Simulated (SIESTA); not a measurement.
Runs of SIESTA 5.4.2 on NiMoIrPdW. Symmetry: P3m1, No. 156, trigonal system. The conventional cell has a = 2.761 Å, b = 2.761 Å, c = 11.341 Å, α = 90.00°, β = 90.00°, γ = 120.00°. Ni (site symmetry 3m) has 3 W at 2.59 Å and 3 Pd at 2.68 Å and 6 Ni at 2.76 Å as nearest neighbours. Mo (site symmetry 3m) is surrounded by 3 Ir at 2.66 Å and 1 W at 2.66 Å and 6 Mo at 2.76 Å. Around Pd (site symmetry 3m) lie 3 Ni at 2.68 Å and 6 Pd at 2.76 Å and 3 Ir at 2.84 Å. Around Ir (site symmetry 3m) lie 3 Mo at 2.66 Å and 6 Ir at 2.76 Å and 3 Pd at 2.84 Å. Around W (site symmetry 3m) lie 3 Ni at 2.59 Å and 1 Mo at 2.66 Å and 6 W at 2.76 Å. The cell was built by a generator and needn't be a form met in nature.

| task | level | potentials or basis | cell | k mesh | optimiser | force tolerance | gap on the mesh (eV) | pressure (GPa) | moment (μB) | relaxed volume (Å³/atom) | largest force (eV/Å) |
| --- | --- | --- | --- | --- | --- | --- | --- | --- | --- | --- | --- |
| band structure | BLYP | PseudoDojo 0.4 standard (PBE files), DZP (energy shift 0.003 Ry; two zetas on semicore shells) | as given | 11 × 11 × 3 | - | - | none | 12.7 | 0.00 | - | (b) |
| band structure | LDA | PseudoDojo 0.4 standard (LDA files), DZP (energy shift 0.003 Ry; two zetas on semicore shells) | as given | 11 × 11 × 3 | - | - | none | -12.1 | 0.00 | - | 0.44 |
| relaxation of cell and atoms | optB88-vdW | PseudoDojo 0.4 standard (PBE files), DZP (energy shift 0.003 Ry; two zetas on semicore shells) | relaxed | 8 × 8 × 2 | CG | 0.01 eV/Å | none | 0.0 | 0.00 | (a) | - |
| relaxation of cell and atoms | vdW-DF2 | PseudoDojo 0.4 standard (PBE files), DZP (energy shift 0.003 Ry; two zetas on semicore shells) | relaxed | 8 × 8 × 2 | CG | 0.01 eV/Å | none | 0.0 | 0.00 | 16.27 | 0.01 |

Alike in all rows: spin collinear, ferromagnetic start; smearing fermi-dirac 0.05 eV; grid cutoff 800 Ry; energy shift 0.003 Ry.

Estimate the missing entries.

(a) 15.09; (b) 0.91.

Caveats: short orbitals over semicore shells can move pressures by several GPa; the valence orbitals were made in a potential fitted to the semicore shell under them, which widens gaps by tenths of an eV or more; the basis of atomic orbitals isn't converged, which shifts pressures, moduli and gaps; the potentials were made for another functional, which shifts forces and pressure (some runs); spin-orbit coupling is left out, which moves the levels of the heavy elements (some runs).

A k mesh can miss the band edges, and the runs leave out spin-orbit coupling on Ir, Mo, Pd, W.

A gap of «none» marks a metal or a gap under the smearing width.

Runs at the PBE level aren't shown here.
